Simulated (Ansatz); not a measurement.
In3Se:

```
In Se
1.0
     4.80376    0.00000    0.00000
     0.00000    4.80376    0.00000
     0.00000    0.00000    4.80376
In Se
3 1
Direct
  0.50000 0.50000 0.00000
  0.50000 0.00000 0.50000
  0.00000 0.50000 0.50000
  0.00000 0.00000 0.00000
```

The cell comes from a database or a generator and needn't be the stable form of this composition.

```yaml
Program: Ansatz 0.2.0
Task: relaxation of cell and atoms
Functional: PBEsol
Dispersion: D3(BJ)-ATM
Potentials_or_basis: Ansatz PAW
Cutoff: "420 eV (not typed: the program's choice for these potentials)"
k_mesh: 6 × 6 × 6
Occupations: fermi-dirac, width 0.05 eV
Spin: no spin polarisation
```

At the start: volume 27.71 Å³/atom.

Question: How do energy, volume and symmetry change on relaxing?

Answer: It ends after 5 steps and the volume is 24.35 Å³/atom (-12.1 %); space group Pm-3m (No. 221, to 0.05 Å).

Step by step:
```csv
step,energy change (eV),largest force (eV/Å),volume (Å³)
1,0.0000,0.0000,110.85
2,-0.2280,0.0000,97.92
3,-0.2285,0.0000,97.23
4,-0.2285,0.0000,97.39
5,-0.2261,0.0000,97.39
```

Final structure:
```xyz
4
Lattice="4.6009 0.0000 0.0000 0.0000 4.6009 0.0000 0.0000 0.0000 4.6009" Properties=species:S:1:pos:R:3 pbc="T T T"
In    2.3004    2.3004    0.0000
In    2.3004    0.0000    2.3004
In    0.0000    2.3004    2.3004
Se    0.0000    0.0000    0.0000
```

Caveat: the plane-wave basis is chosen anew once the cell has moved, so the energies of steps on either side of that aren't comparable; pairwise dispersion overbinds metals, which lowers pressure and volume; the PAW data sets come from PBE, with cores solved anew for the run's functional, which leaves a small shift of forces and pressure.
